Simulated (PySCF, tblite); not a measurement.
**C4H2Cl2FS radical: geometry, infrared bands and EPR parameters**

Aim: predict the infrared bands and EPR parameters of C4H2Cl2FS radical (`F[C@](Cl)([CH]Cl)C=C=S`).

The runs use tblite 0.8.0 and PySCF 2.14.0, with density-fitted response routines of our own; the level of theory stands in each step. All values are computed, except where a source is named. Atoms count from 0, in the outputs and in this text.

### Step 1. Starting geometry

10 atoms, charge 0, multiplicity 2; geometry from: force field or distance geometry start.

Bonds of the start (Å): F0–C1 1.36, C1–Cl2 1.80, C1–C3 1.49, C3–Cl4 1.72, C1–C5 1.50, C5–C6 1.31, C6–S7 1.80, C3–H8 1.07, C5–H9 1.09.

### Step 2. Relaxing the molecule with GFN2-xTB

What the job is given:

```
{"job": {"kind": "relax", "xc": "GFN2-xTB", "basis": "xTB"}, "charge": 0, "multiplicity": 2}
F     -0.059600    -1.158400    -1.293000
C     -0.411500    -0.549700    -0.125300
Cl    -1.149100    -1.819100     0.913000
C     -1.415600     0.509300    -0.406200
Cl    -1.891700     1.654100     0.781300
C      0.814300    -0.046600     0.569400
C      1.946500     0.211700    -0.027000
S      3.512100     0.584800    -0.827100
H     -2.078700     0.444400    -1.243400
H      0.742300     0.174200     1.635900
```

Started as:

```console
$ OMP_NUM_THREADS=1 python probes_run.py task.json out
```

This one command runs all jobs of the session in turn.

Log:

```text
step      E/eV     max force
  0    -720.93892    6.385
  1    -721.72217    3.574
  2    -721.75425    6.607
  3    -721.99138    1.270
  4    -722.02309    0.612
  5    -722.04117    0.600
  6    -722.04774    0.333
  7    -722.05381    0.187
  8    -722.05654    0.179
  9    -722.05906    0.119
 10    -722.06019    0.094
 11    -722.06107    0.084
 12    -722.06182    0.090
 13    -722.06270    0.085
 14    -722.06362    0.105
 15    -722.06465    0.099
 16    -722.06587    0.115
 17    -722.06749    0.140
 18    -722.06935    0.133
 19    -722.07085    0.112
 20    -722.07182    0.082
 21    -722.07257    0.083
 22    -722.07341    0.091
 23    -722.07451    0.106
 24    -722.07569    0.098
 25    -722.07687    0.091
 26    -722.07828    0.144
 27    -722.08019    0.173
 28    -722.08217    0.131
 29    -722.08358    0.079
 30    -722.08453    0.076
 31    -722.08570    0.137
 32    -722.08766    0.191
 33    -722.09064    0.232
 34    -722.09392    0.232
 35    -722.09624    0.216
 36    -722.09895    0.183
 37    -722.10265    0.161
 38    -722.11251    0.164
 39    -722.12024    0.303
 40    -722.12249    0.166
 41    -722.12459    0.107
 42    -722.12582    0.101
 43    -722.12660    0.112
 44    -722.12842    0.141
 45    -722.12975    0.127
 46    -722.13050    0.077
 47    -722.13095    0.064
 48    -722.13138    0.086
 49    -722.13187    0.080
 50    -722.13234    0.045
 51    -722.13268    0.040
 52    -722.13293    0.039
 53    -722.13314    0.041
 54    -722.13335    0.037
 55    -722.13360    0.053
 56    -722.13383    0.050
 57    -722.13406    0.064
 58    -722.13430    0.056
 59    -722.13468    0.056
 60    -722.13502    0.041
 61    -722.13522    0.027
 62    -722.13529    0.027
 63    -722.13533    0.029
 64    -722.13540    0.032
 65    -722.13548    0.031
 66    -722.13554    0.017
 67    -722.13556    0.007
```

It took 1.7 s on 1 thread of Intel Xeon at 2.50GHz, shared host.

Along the way: (not every step is listed)

```tsv
step	energy from step 0 (eV)	largest force (eV/Å)
0	0.0000	6.3851
1	-0.7832	3.5738
2	-0.8153	6.6067
3	-1.0525	1.2696
4	-1.0842	0.6121
5	-1.1022	0.5997
6	-1.1088	0.3331
7	-1.1149	0.1871
8	-1.1176	0.1787
13	-1.1238	0.0855
18	-1.1304	0.1330
23	-1.1356	0.1064
28	-1.1432	0.1305
33	-1.1517	0.2325
38	-1.1736	0.1639
43	-1.1877	0.1125
48	-1.1925	0.0865
53	-1.1942	0.0406
58	-1.1954	0.0560
62	-1.1964	0.0269
63	-1.1964	0.0294
64	-1.1965	0.0322
65	-1.1966	0.0305
66	-1.1966	0.0170
67	-1.1966	0.0073
```

Close pairs (by a distance rule), those that changed most:

```tsv
bond	before (Å)	after (Å)	change (Å)
C6–S7	1.797	1.546	-0.251
C1–Cl2	1.798	1.995	+0.197
C1–C3	1.486	1.434	-0.052
C3–Cl4	1.717	1.674	-0.042
C1–C5	1.496	1.475	-0.022
F0–C1	1.363	1.350	-0.013
C5–H9	1.091	1.080	-0.012
C3–H8	1.070	1.077	+0.007
```

The end geometry stands in the next job.

### Step 3. Harmonic vibrations with GFN2-xTB

What the job is given:

```
{"job": {"kind": "ir", "xc": "GFN2-xTB", "basis": "xTB"}, "charge": 0, "multiplicity": 2}
F     -0.069687    -0.771000    -1.519636
C     -0.340492    -0.298861    -0.283962
Cl    -0.743769    -1.981861     0.708807
C     -1.563785     0.449123    -0.270262
Cl    -2.026143     1.348537     1.064363
C      0.834567     0.284809     0.389028
C      2.070151     0.028695     0.051239
S      3.533426    -0.229627    -0.376276
H     -2.304721     0.267409    -1.030587
H      0.619334     0.907431     1.244758
```

Log:

```text
mode    cm-1     km/mol
  1      41.5      0.23
  2      68.9      0.47
  3      85.0      0.68
  4     157.3      1.53
  5     187.5     36.59
  6     230.3      0.97
  7     271.8     46.80
  8     324.5      7.17
  9     346.2      1.92
 10     384.2     13.21
 11     420.6     11.12
 12     529.3     34.24
 13     550.1     58.06
 14     630.9     69.47
 15     779.4     27.28
 16     886.3     26.60
 17     953.3     25.17
 18    1106.2     71.99
 19    1150.0      3.32
 20    1233.6     78.07
 21    1294.8     30.77
 22    1866.5    793.59
 23    3058.4      7.61
 24    3101.3     12.76
```

It took 1.3 s on 1 thread of Intel Xeon at 2.50GHz, shared host.

Which atoms move in the most intense modes:

```tsv
cm⁻¹	km/mol	atoms
188	36.6	Cl2 30 %, C1 19 %, H8 14 %, C3 12 %
272	46.8	Cl2 38 %, C3 29 %, H8 16 %
529	34.2	H8 39 %, C3 33 %
550	58.1	C3 34 %, H8 18 %, C1 17 %, C6 11 %
631	69.5	H9 49 %, C5 36 %, C1 10 %
1106	72.0	H8 44 %, C1 31 %
1234	78.1	H8 36 %, C1 33 %, C5 15 %
1866	793.6	C6 68 %, C5 28 %
```

### Step 4. EPR parameters: B3LYP/pcH-1

Same as in step 3 but for these lines:

```diff
@@ -1,2 +1,2 @@
-{"job": {"kind": "ir", "xc": "GFN2-xTB", "basis": "xTB"}, "charge": 0, "multiplicity": 2}
+{"job": {"kind": "epr", "basis": "pcH-1"}, "charge": 0, "multiplicity": 2}
 F     -0.069687    -0.771000    -1.519636
```

Level: UKS B3LYP, pcH-1 on C Cl F H S, non-relativistic, mean-field spin-orbit, GIAO.

Log:

```text
UKS, coarse grid
  cycle   1  E = -1571.87434234  |g| = 4.87e-01
  cycle   2  E = -1571.66870993  |g| = 8.41e-01
  cycle   3  E = -1571.96220201  |g| = 1.20e-01
  cycle   4  E = -1571.96424163  |g| = 9.95e-02
  cycle   5  E = -1571.96955448  |g| = 2.65e-02
  cycle   6  E = -1571.96993094  |g| = 9.93e-03
  cycle   7  E = -1571.96998746  |g| = 3.93e-03
  cycle   8  E = -1571.96999781  |g| = 2.08e-03
  cycle   9  E = -1571.97000056  |g| = 9.45e-04
UKS, final grid
  cycle   1  E = -1571.97000050  |g| = 1.44e-03
  cycle   2  E = -1571.96999856  |g| = 2.58e-03
  cycle   3  E = -1571.97000143  |g| = 2.01e-04
  cycle   4  E = -1571.97000145  |g| = 9.17e-05
  cycle   5  E = -1571.97000146  |g| = 6.34e-05
  cycle   6  E = -1571.97000147  |g| = 4.31e-05
  cycle   7  E = -1571.97000147  |g| = 9.63e-06
E = -1571.97000147 Eh   <S^2> = 0.7565 (exact 0.7500)
g shifts (ppm)      1          2          3
  rmc          -211       -211       -211
  gc              3         32         35
  oz_so         996       6068      11410
  total         787       5889      11234
hyperfine (MHz)  atom isotope    a_iso     a_fc   dipolar eigenvalues
    0   19F       6.83       7.46    -16.94     -8.60     25.53
    1   13C     -19.05     -19.02     -5.25      0.41      4.85
    2  35Cl      22.01      20.37    -35.13    -32.31     67.44
    3   13C      92.25      91.78    -72.63    -72.00    144.63
    4  35Cl       5.61       5.74    -30.91    -21.40     52.31
    5   13C      10.82      10.85     -2.05     -1.44      3.49
    6   13C      -0.29      -0.24     -1.95     -0.04      1.99
    7   33S       0.25       0.32     -2.71     -1.54      4.25
    8    1H     -52.21     -52.33    -32.45     -2.62     35.08
    9    1H      -1.99      -1.98     -2.89     -2.17      5.05
```

Wall time 2.8 min (1 thread of Intel Xeon at 2.50GHz, shared host); peak memory 0.96 GiB.

Principal g values 2.00311, 2.00821, 2.01355; g(iso) = 2.00829, against 2.00232 for a free electron.

Hyperfine couplings, nucleus by nucleus at this fixed geometry (no averaging over rotations):

```tsv
nuclei	isotope	a(iso) (MHz)	a(iso) (G, at g = 2.0023)	largest dipolar term (MHz)
C3	13C	92.2	32.9	144.6
H8	1H	-52.2	-18.6	35.1
Cl2	35Cl	22.0	7.9	67.4
C1	13C	-19.1	-6.8	-5.3
C5	13C	10.8	3.9	3.5
F0	19F	6.8	2.4	25.5
Cl4	35Cl	5.6	2.0	52.3
H9	1H	-2.0	-0.7	5.1
C6	13C	-0.3	-0.1	2.0
S7	33S	0.3	0.1	4.3
```

Mulliken spin populations:

```tsv
atom	value (e)
F0	0.00
C1	-0.05
Cl2	0.17
C3	0.79
Cl4	0.10
C5	0.01
C6	0.00
S7	0.02
H8	-0.03
H9	0.00
```

In first order the couplings over 0.8 MHz of 1H, 35Cl, 19F give 128 distinct lines over 51.3 G.

The fields below are evaluated on a grid from the run's orbitals.

ELF in a plane through or near 6 of the atoms.

Values, 10 rows by 14 columns:
```
0.00 0.00 0.00 0.00 0.00 0.00 0.00 0.00 0.00 0.00 0.00 0.00 0.00 0.00
0.00 0.00 0.00 0.00 0.00 0.00 0.00 0.00 0.16 0.18 0.06 0.01 0.00 0.00
0.00 0.00 0.00 0.03 0.01 0.03 0.83 0.02 0.80 0.84 0.71 0.23 0.00 0.00
0.00 0.02 0.23 0.43 0.33 0.14 0.97 0.18 0.77 0.79 0.90 0.59 0.00 0.00
0.00 0.18 0.79 0.70 0.72 0.83 0.42 0.23 0.44 0.83 0.53 0.23 0.00 0.00
0.00 0.32 0.88 0.55 0.83 0.58 0.59 0.33 0.84 0.70 0.34 0.00 0.00 0.00
0.00 0.14 0.79 0.82 0.57 0.07 0.24 0.70 0.16 0.73 0.76 0.02 0.00 0.00
0.00 0.01 0.15 0.30 0.18 0.01 0.67 0.82 0.10 0.01 0.04 0.00 0.00 0.00
0.00 0.00 0.00 0.00 0.00 0.00 0.08 0.17 0.01 0.00 0.00 0.00 0.00 0.00
0.00 0.00 0.00 0.00 0.00 0.00 0.00 0.00 0.00 0.00 0.00 0.00 0.00 0.00
```
The map spans 12.3 Å across and 8.4 Å up, centred on the molecule. Atoms in the plane (x, y in Å): C1 (0.3, -0.4), C3 (1.6, 0.0), Cl4 (2.2, 1.6), C5 (-0.8, 0.5), C6 (-2.1, 0.2), S7 (-3.5, -0.1).

log10 of the density (e/Å³) in the same plane.

Ten even steps from ' ' (-4.0) to '@' (2.4):
```
                                                        
                              ....::::::....            
                      ........::----------::..          
                ......::::::::--==========--::..        
        ....::::::::::--==----==++++**++++==--::        
    ....::::----------==++++====++**##****++--::..      
  ..::::----==========++**++====++**@@##**++==::..      
  ..::--====++++++++++******====++********++--::..      
..::--==++++************##**++++++******++==--::        
..::--==++**##****@@**************##**++==--::..        
..::--==++%%%%**************%%********++==--::          
..::--==++******++++++==++**##******++++==--::          
  ::--====++++++========++****++++++++====--..          
  ..::--==========----==++****++==--==----::..          
    ..::----------::--==++****++==--::::::..            
      ....::::::::..::--==++++==--::......              
          ......      ::--------::..                    
                        ..::::..                        
                                                        
                                                        
```
The map spans 12.3 Å across and 8.4 Å up, centred on the molecule. Atoms in the plane (x, y in Å): C1 (0.3, -0.4), C3 (1.6, 0.0), Cl4 (2.2, 1.6), C5 (-0.8, 0.5), C6 (-2.1, 0.2), S7 (-3.5, -0.1).

On the surface of density 0.002 e/bohr³ the electrostatic potential runs, from the 1st to the 99th percentile, from -0.97 V near Cl2 to 1.52 V near H8.

The spin density lies nearest to C3 55 %; Cl2, Cl4 about 15 % each; H8 7 %.

### Step 5. Outcome

| quantity | value |
| --- | --- |
| strongest single infrared mode (GFN2-xTB) | 1866 cm⁻¹, 794 km/mol |
| zero-point energy (GFN2-xTB) | 28.1 kcal/mol |
| g(iso) (B3LYP) | 2.00829 |
| ⟨S²⟩ | 0.756 (exact 0.75) |
| largest a(iso) | 13C on C3, 92.2 MHz |
| surface potential, 1st and 99th percentile | -0.97 V and 1.52 V |

In words: Over 67 steps the energy fell by 1.197 eV; of the close pairs, C6–S7 changed most, 1.797 to 1.546 Å. No mode is imaginary among the 24: a minimum at this level. The strongest single mode, at 1866 cm⁻¹, moves mainly C6. Unscaled tight-binding wavenumbers are off by several per cent, some by more. Its intensities can rank the bands wrongly. C3 carries the largest spin population, 0.79 e. The isotropic g lies 6.0 ppt above the free-electron value.
